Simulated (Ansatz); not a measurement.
# F2HOSn radical: small, medium and large basis sets

One table from this session's results is given with a row withheld; the runs are named, their logs left out.

Computed with Ansatz 0.2.0, Gaussian basis. Level: one geometry, several basis sets.

Plan: PBE0-D4/def2-SVP; ωB97M-V/def2-SVP; PBE0-D4/def2-QZVPP; ωB97M-V/def2-QZVPP; the functionals' def2-TZVPP values are taken from earlier runs.

## The relaxed structure

All runs share one geometry, relaxed beforehand with PBE0-D4 in a triple-zeta def2 set. Sn takes the def2 core potential; no spin-orbit term is included.

SMILES `[O][SnH]([F])[F]`, 5 atoms, charge 0, spin multiplicity 2.

Atoms are counted from 1 here; the program's logs count them from 0.

Bond lengths: O1–Sn2 1.968 Å, Sn2–F3 1.897 Å, Sn2–F4 1.897 Å, Sn2–H5 1.686 Å. Angles: O1–Sn2–F3 107.0°, O1–Sn2–F4 107.0°, O1–Sn2–H5 114.0°, F3–Sn2–F4 102.7°, F3–Sn2–H5 112.6°, F4–Sn2–H5 112.6°.

Set-up of the first run:

The input, in.yaml:

```yaml
crystal:
  periodic: [false, false, false]
  atoms:
    - {symbol: O, position_ang: [-0.379185, -0.578586, 1.803903]}
    - {symbol: Sn, position_ang: [0.125346, -0.008276, -0.011289]}
    - {symbol: F, position_ang: [-0.809954, 1.602930, -0.367552]}
    - {symbol: F, position_ang: [-0.674349, -1.231975, -1.219873]}
    - {symbol: H, position_ang: [1.788142, 0.142308, -0.246590]}
basis:
  gaussian: {orbitals: def2-SVP}
magnetization: {spin_polarized: true, initial_magnetization: 1}
hamiltonian: {xc: pbe0, dispersion: d4}
output: {orbitals: {seedname: orbitals}}
```

Launch:

```console
$ ansatz run in.yaml --threads 4 --pin off --events-out ev --progress --plain --max-ram 10444MiB
```

Steps of the session up to this table: PBE0-D4 in def2-SVP; ωB97M-V in def2-SVP; PBE0-D4 in def2-QZVPP; ωB97M-V in def2-QZVPP.

One table of the session follows, with a row left open; its other results are not shown here.

It belongs to the step «Density functionals: the series». 

```
functional       basis  HOMO (eV)  LUMO (eV)
   PBE0-D4    def2-SVP      -9.40      -4.79
   PBE0-D4  def2-TZVPP      -9.65      -5.00
   PBE0-D4  def2-QZVPP      -9.69      -5.03
   ωB97M-V    def2-SVP     -11.85      -2.45
   ωB97M-V  def2-TZVPP          ?          ?
   ωB97M-V  def2-QZVPP     -12.18      -2.83
```

**Question.** Estimate the row for ωB97M-V, def2-TZVPP.

The run gave: HOMO (eV): -12.14; LUMO (eV): -2.78. In the column «HOMO (eV)» it lies between ωB97M-V, def2-QZVPP (-12.18) and ωB97M-V, def2-SVP (-11.85).
